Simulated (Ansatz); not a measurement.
# CH4AlBF2Si: a ladder of functionals and wavefunction methods

One table from this session's results is given with a row withheld; the runs are named, their logs left out.

Method: functionals in def2-TZVPP, the program's frozen cores in correlated methods; program: Ansatz 0.2.0, Gaussian basis.

Plan: PBE-D4, r2SCAN-D4, PBE0-D4, B3LYP-D4, ωB97X-V, ωB97M-V, B2PLYP; CCSD(T)/def2-TZVPP; MP2/def2-QZVPP; extrapolation to the limit.

## Structure used throughout

The geometry comes from an earlier relaxation with PBE0-D4 in a triple-zeta def2 set; it is a stationary point, not always the lowest conformer.

SMILES `FC1[BH][Al]([F])[SiH2]1`, 10 atoms, charge 0, spin multiplicity 1.

Atoms are counted from 1 here; the program's logs count them from 0.

Bond lengths: F1–C2 1.380 Å, C2–B3 1.537 Å, C2–Si6 1.976 Å, C2–H7 1.115 Å, B3–Al4 2.124 Å, B3–H8 1.193 Å, Al4–F5 1.646 Å, Al4–Si6 2.426 Å, Si6–H9 1.487 Å, Si6–H10 1.491 Å. Angles: F1–C2–B3 120.7°, F1–C2–Si6 118.3°, F1–C2–H7 108.6°, B3–C2–Si6 103.7°, B3–C2–H7 108.0°, Si6–C2–H7 94.1°, C2–B3–Al4 93.3°, C2–B3–H8 124.0°, Al4–B3–H8 139.7°, B3–Al4–F5 143.8°, B3–Al4–Si6 74.8°, F5–Al4–Si6 141.4°, C2–Si6–Al4 74.6°, C2–Si6–H9 108.8°, C2–Si6–H10 110.2°, Al4–Si6–H9 133.4°, Al4–Si6–H10 113.4°, H9–Si6–H10 108.6°.

Set-up of the first run:

Contents of in.yaml:

```yaml
crystal:
  periodic: [false, false, false]
  atoms:
    - {symbol: F, position_ang: [-0.074440, 0.688979, 2.226016]}
    - {symbol: C, position_ang: [-0.326788, 0.311957, 0.922683]}
    - {symbol: B, position_ang: [-0.685741, -1.143191, 0.583317]}
    - {symbol: Al, position_ang: [-0.457792, -0.841205, -1.507158]}
    - {symbol: F, position_ang: [-0.941448, -1.376594, -2.986718]}
    - {symbol: Si, position_ang: [0.987184, 0.807137, -0.466933]}
    - {symbol: H, position_ang: [-1.128391, 0.968368, 0.511560]}
    - {symbol: H, position_ang: [-0.692961, -2.031919, 1.378810]}
    - {symbol: H, position_ang: [1.068603, 2.289750, -0.544560]}
    - {symbol: H, position_ang: [2.334673, 0.275517, -0.114116]}
basis:
  gaussian: {orbitals: def2-TZVPP}
hamiltonian: {xc: pbe, dispersion: d4}
output: {forces: true, orbitals: {seedname: orbitals}}
```

Started as:

```
$ ansatz run in.yaml --threads 4 --pin off --events-out ev --progress --plain --max-ram 10444MiB
```

Among the steps run: PBE-D4 (GGA); r2SCAN-D4 (meta-GGA); PBE0-D4 (hybrid); B3LYP-D4 (hybrid); ωB97X-V (range-separated); ωB97M-V (range-separated); B2PLYP (double hybrid); CCSD(T) in def2-TZVPP; MP2 in def2-QZVPP.

One table of the session follows, with a row left open; its other results are not shown here.

```
            method  atomisation energy (kJ/mol)
            PBE-D4                       3551.9
         r2SCAN-D4                       3505.1
           PBE0-D4                       3478.8
          B3LYP-D4                       3454.4
           ωB97X-V                       3493.5
           ωB97M-V                       3480.3
            B2PLYP                       3422.4
     HF/def2-TZVPP                            ?
    MP2/def2-TZVPP                       3456.8
   CCSD/def2-TZVPP                       3307.6
CCSD(T)/def2-TZVPP                       3367.4
           MP2/CBS                       3555.7
       CCSD(T)/CBS                       3466.3
```

Estimate the missing values for HF/def2-TZVPP.

**Answer.** atomisation energy (kJ/mol): 2538.5. In the column «atomisation energy (kJ/mol)» it is the lowest.
